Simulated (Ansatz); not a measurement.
# H7O2PSi: the cost of one run

Method: RKS PBE/def2-SVP, in Ansatz 0.2.0.

**1. The system as given**

Bond lengths: Si1–O2 2.067 Å, Si1–H3 1.458 Å, Si1–H4 1.463 Å, Si1–O5 1.612 Å, Si1–P7 2.555 Å, O2–H8 0.958 Å, O5–H9 0.958 Å, P7–H10 1.382 Å, P7–H11 1.382 Å. Angles (14 of 15 angles, heavy atoms first): O2–Si1–O5 120.6°, O2–Si1–P7 77.2°, O5–Si1–P7 88.7°, Si1–O2–H8 117.0°, O2–Si1–H3 110.3°, O2–Si1–H4 87.0°, H3–Si1–O5 124.5°, H3–Si1–P7 81.8°, H4–Si1–O5 95.1°, H4–Si1–P7 163.4°, Si1–O5–H9 121.6°, Si1–P7–H10 121.5°, Si1–P7–H11 118.4°, H3–Si1–H4 108.9°.

Coordinates:

```xyz
11

Si   -1.0937   -0.1155   -0.0709
O     0.1327   -0.6591    1.5014
H    -1.0688   -1.1391   -1.1083
H    -2.2232   -0.3739    0.8221
O    -1.4635    1.4323   -0.3255
H     1.0562   -0.3732    0.6658
P     1.2440    0.3515   -0.9894
H     0.0676   -1.5634    1.8103
H    -0.9125    1.9980   -0.8671
H     2.1424    1.1512   -0.3078
H     2.1189   -0.7086   -1.1307
```

**2. A restrained relaxation towards end A**

Springs on the bonds that form and break draw the guess towards this end; the thresholds are loose.

The input, input.yaml:

```yaml
crystal:
  periodic: [false, false, false]
  atoms:
    - { symbol: Si, position_ang: [-1.0937, -0.1155, -0.0709] }
    - { symbol: O, position_ang: [0.1327, -0.6591, 1.5014] }
    - { symbol: H, position_ang: [-1.0688, -1.1391, -1.1083] }
    - { symbol: H, position_ang: [-2.2232, -0.3739, 0.8221] }
    - { symbol: O, position_ang: [-1.4635, 1.4323, -0.3255] }
    - { symbol: H, position_ang: [1.0562, -0.3732, 0.6658] }
    - { symbol: P, position_ang: [1.244, 0.3515, -0.9894] }
    - { symbol: H, position_ang: [0.0676, -1.5634, 1.8103] }
    - { symbol: H, position_ang: [-0.9125, 1.998, -0.8671] }
    - { symbol: H, position_ang: [2.1424, 1.1512, -0.3078] }
    - { symbol: H, position_ang: [2.1189, -0.7086, -1.1307] }
basis:
  gaussian: { orbitals: def2-SVP }
hamiltonian:
  xc: pbe
relax:
  f_tol: 0.15
  max_steps: 25
  restrain:
    - { distance: [0, 6], at: 3.48, k: 30.0 }
    - { distance: [5, 1], at: 2.27, k: 30.0 }
    - { distance: [0, 1], at: 1.77, k: 30.0 }
    - { distance: [5, 6], at: 1.38, k: 30.0 }
```

The run is started by

```console
> ansatz run input.yaml --threads 2 --pin off --max-ram 3072MiB --backend cpu --events-out ev --progress --plain --runs-dir out
```

**Question.** How long does this run take on 2 threads of Arm Neoverse V1, shared host, and how much memory does it need?

About 19 s, with a peak of 0.13 GiB.
